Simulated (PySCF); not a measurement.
**Er(OH)3: other functionals and bases at one geometry**

Aim: see how levels, charges and forces of Er(OH)3 depend on the level of theory. It is a constructed species; whether it can be made isn't addressed.

Method: several levels, as the steps say, no spin–orbit coupling; program: PySCF 2.14.0.

1 further run of the same task is left out (for a known fault of the program).

### 1 The system as given

7 atoms, charge 0, spin multiplicity 1.

Bond lengths: Er1–O2 2.023 Å, Er1–O4 2.023 Å, Er1–O6 2.023 Å, O2–H3 0.955 Å, O4–H5 0.955 Å, O6–H7 0.955 Å. Angles: O2–Er1–O4 120.0°, O2–Er1–O6 120.0°, O4–Er1–O6 120.0°, Er1–O2–H3 179.8°, Er1–O4–H5 179.8°, Er1–O6–H7 179.8°.

As a file:

```mol
ErH3O3
  3D, bonds by distance, orders not assigned

  7  6  0  0  0  0  0  0  0  0999 V2000
    0.0000   -0.0000    0.1368 Er  0  0
    2.0229   -0.0000    0.1435 O   0  0
    2.9778   -0.0000    0.1495 H   0  0
   -1.0115    1.7519    0.1435 O   0  0
   -1.4889    2.5789    0.1495 H   0  0
   -1.0115   -1.7519    0.1435 O   0  0
   -1.4889   -2.5788    0.1495 H   0  0
  1  2  8  0
  1  4  8  0
  1  6  8  0
  2  3  8  0
  4  5  8  0
  6  7  8  0
M  END
```

Formal oxidation states: Er +3. Each metal's 11 4f electrons lie in its core potential, so multiplicities, spins and levels count the valence alone. An earlier session relaxed this geometry at PBE0, Er lcecp-1-SVP with ECP57, O def2-SVP, H def2-SVP (singlet, point group D3h).

At PBE0 on the finer grid: E = -265.484999 Eh, HOMO -7.65 eV, LUMO -1.29 eV, Mulliken charge on Er1 +1.06 e, largest force component 0.003 eV/Å. 

Levels to run: PBE; M06-L; PBE0, TZVP. Hardware: 2 threads of Intel Xeon 6975P-C (Granite Rapids), shared host.

### 2 PBE

run.py (the lines that set the calculation)

```python
mol = gto.M(atom='''
Er     0.00000     0.00000     0.13684
O      2.02295     0.00000     0.14348
H      2.97779     0.00000     0.14952
O     -1.01147     1.75193     0.14348
H     -1.48889     2.57885     0.14952
O     -1.01148    -1.75193     0.14348
H     -1.48890    -2.57884     0.14952''',
    basis={'Er': 'lcecp-1-SVP', 'O': 'def2-SVP', 'H': 'def2-SVP'},
    ecp={'Er': 'lcecp-1-SVP'},
    charge=0, spin=0)
mf = dft.RKS(mol, xc='PBE')
mf.grids.atom_grid = (75, 302)  # f atoms: unpruned, at least (60, 302)
mf = mf.density_fit()  # fitting sets: Er AutoAux, O def2-universal-JKFIT, H def2-universal-JKFIT
mf.conv_tol = 1e-08; mf.max_cycle = 55
mf.kernel(dm0)  # dm0: the density of the relaxed state
```

Launch:

```
OMP_NUM_THREADS=2 python run.py
```

### 3 M06-L

run.py (the lines that set the calculation): that of step 2 with these lines changed.

```diff
@@ -11,3 +11,3 @@
     charge=0, spin=0)
-mf = dft.RKS(mol, xc='PBE')
+mf = dft.RKS(mol, xc='M06L')
 mf.grids.atom_grid = (75, 302)  # f atoms: unpruned, at least (60, 302)
```

### 4 PBE0, TZVP

Basis: Er lcecp-1-TZVP with ECP57, O def2-TZVP, H def2-TZVP. 

run.py (the lines that set the calculation)

```python
mol = gto.M(atom='''
Er     0.00000     0.00000     0.13684
O      2.02295     0.00000     0.14348
H      2.97779     0.00000     0.14952
O     -1.01147     1.75193     0.14348
H     -1.48889     2.57885     0.14952
O     -1.01148    -1.75193     0.14348
H     -1.48890    -2.57884     0.14952''',
    basis={'Er': 'lcecp-1-TZVP', 'O': 'def2-TZVP', 'H': 'def2-TZVP'},
    ecp={'Er': 'lcecp-1-TZVP'},
    charge=0, spin=0)
mf = dft.RKS(mol, xc='PBE0')
mf.grids.atom_grid = (75, 302)  # f atoms: unpruned, at least (60, 302)
mf = mf.density_fit()  # fitting sets: Er AutoAux, O def2-universal-JKFIT, H def2-universal-JKFIT
mf.conv_tol = 1e-08; mf.max_cycle = 55
mf.kernel(dm0)  # dm0: free metal ions and neutral atoms
```

What does the calculation give? Wanted: for each run, HOMO; gap; charge on Er1; dipole; largest force.

The runs gave:

| level | state | HOMO (eV) | gap (eV) | charge on Er1 (e) | dipole (D) | largest force (eV/Å) | basis functions | time |
| --- | --- | --- | --- | --- | --- | --- | --- | --- |
| PBE0 (relaxed here) | singlet | -7.65 | 6.36 | 1.06 | 0.02 | 0.00 | 90 | 8.9 s |
| PBE | singlet | -5.96 | 3.93 | 0.83 | 0.02 | 0.58 | 90 | 4 s |
| M06-L | singlet | -6.13 | 5.41 | 1.20 | 0.02 | 0.27 | 90 | 5.6 s |
| PBE0, TZVP | singlet | -7.90 | 6.54 | 1.64 | 0.02 | 0.26 | 158 | 9 s |

Times are on 2 threads of Intel Xeon 6975P-C (Granite Rapids), shared host; the first row also made further properties.

In one basis the HOMO–LUMO gap runs from 3.93 eV (PBE) to 6.36 eV (PBE0). The largest leftover force, 0.58 eV/Å with PBE, stands at a geometry relaxed at another level. The Mulliken charge on Er spans +0.83 to +1.64 e over the levels. With 4f in the core, its levels are missing from HOMO and gap. Total energies of different levels can't be compared. Spin–orbit coupling is left out throughout.
